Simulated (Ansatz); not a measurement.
**Si₂H₈S: search for a transition state**

Is there a first-order saddle for this four-centre ligand exchange, which should form Si1–S7, H2–H6 and break Si1–H2, H6–S7, and which two structures does it connect?

Program: Ansatz 0.2.0, Gaussian basis. Level of theory: PBE0-D4, def2-SVP first, then def2-TZVP. These are calculated values, not measurements.

152 further runs of the same task are left out: 152 set aside as unsound or not needed.

### 1 The system as given

The guess: 11 atoms, charge 0, spin multiplicity 1.

Atoms are counted from 1 here; the program's logs count them from 0.

Bond lengths: Si1–H3 1.502 Å, Si1–H4 1.455 Å, Si1–Si5 2.303 Å, Si1–S7 2.357 Å, Si5–H8 1.465 Å, Si5–H9 1.463 Å, Si5–H10 1.470 Å, H6–S7 1.548 Å, S7–H11 1.327 Å. Angles: H3–Si1–H4 98.2°, H3–Si1–Si5 102.6°, H3–Si1–S7 92.3°, H4–Si1–Si5 139.3°, H4–Si1–S7 99.8°, Si5–Si1–S7 113.6°, Si1–Si5–H8 115.8°, Si1–Si5–H9 105.5°, Si1–Si5–H10 112.7°, H8–Si5–H9 108.7°, H8–Si5–H10 106.1°, H9–Si5–H10 107.7°, Si1–S7–H6 67.3°, Si1–S7–H11 96.0°, H6–S7–H11 90.9°.

Geometry (Å):

```xyz
11
charge 0, multiplicity 1
Si   -0.8829    0.1263   -0.3654
H    -0.3894   -1.7306    0.0924
H    -1.1341    1.4256   -1.0757
H    -2.1737   -0.4990   -0.6120
Si    0.4361    0.7692    1.4098
H     0.1419   -1.7766   -1.0505
S     0.3394   -0.7413   -2.1848
H     1.2824   -0.2777    1.9889
H    -0.4924    1.2420    2.4368
H     1.3355    1.8815    1.0732
H     1.5374   -0.4195   -1.7125
```

Distances that are to change: Si1–S7 2.36 Å, H2–H6 1.26 Å, Si1–H2 1.98 Å, H6–S7 1.55 Å.

### 2 Constrained relaxation of the guess

Input file hold/in.yaml:

```yaml
crystal:
  periodic: [false, false, false]
  atoms:
    - {symbol: Si, position_ang: [-0.882900, 0.126300, -0.365400]}
    - {symbol: H, position_ang: [-0.389400, -1.730600, 0.092400]}
    - {symbol: H, position_ang: [-1.134100, 1.425600, -1.075700]}
    - {symbol: H, position_ang: [-2.173700, -0.499000, -0.612000]}
    - {symbol: Si, position_ang: [0.436100, 0.769200, 1.409800]}
    - {symbol: H, position_ang: [0.141900, -1.776600, -1.050500]}
    - {symbol: S, position_ang: [0.339400, -0.741300, -2.184800]}
    - {symbol: H, position_ang: [1.282400, -0.277700, 1.988900]}
    - {symbol: H, position_ang: [-0.492400, 1.242000, 2.436800]}
    - {symbol: H, position_ang: [1.335500, 1.881500, 1.073200]}
    - {symbol: H, position_ang: [1.537400, -0.419500, -1.712500]}
basis:
  gaussian: {orbitals: def2-SVP}
hamiltonian: {xc: pbe0, dispersion: d4}
relax: {f_tol: 0.04, max_steps: 150, escape_saddle: false, constraints: [{distance: [0, 6]}, {distance: [1, 5]}, {distance: [0, 1]}, {distance: [5, 6]}]}
```

Launch:

```sh
ansatz run in.yaml --threads 4 --pin off --events-out ev --progress --plain --max-ram 9574MiB
```

After this run come: A starting Hessian; Saddle search in the small basis; Saddle search in triple zeta; Vibrations at the point found; Relaxing after a step of 0.30 Å one way along the mode; Relaxing after a step of 0.30 Å the other way along the mode.

Q: Predict the outcome of this session. Wanted: imaginary mode; barrier from the start side; barrier from the end side; energy of the step; pairs that change; zero-point energy at the saddle.

The runs gave:

```
                       quantity                                                     value
                 imaginary mode                                                1289i cm⁻¹
    barrier from the start side                                                  1.965 eV
      barrier from the end side                                                  2.329 eV
             energy of the step                                                 -0.364 eV
              pairs that change  Si1–S7 formed, H2–H6 formed, Si1–H2 broken, H6–S7 broken
zero-point energy at the saddle                                                  1.722 eV
```

What this shows: One imaginary mode, 1289i cm⁻¹, makes this a first-order saddle. Going downhill both ways gives the intended start and end. At PBE0-D4/def2-TZVP the electronic barrier is 1.965 eV, about 76 kT at 298 K, and the step runs 0.364 eV downhill. With so stiff a mode tunnelling counts: Wigner's rough correction is a factor of 2.6 at 298 K. Lower complexes than these ends may exist.
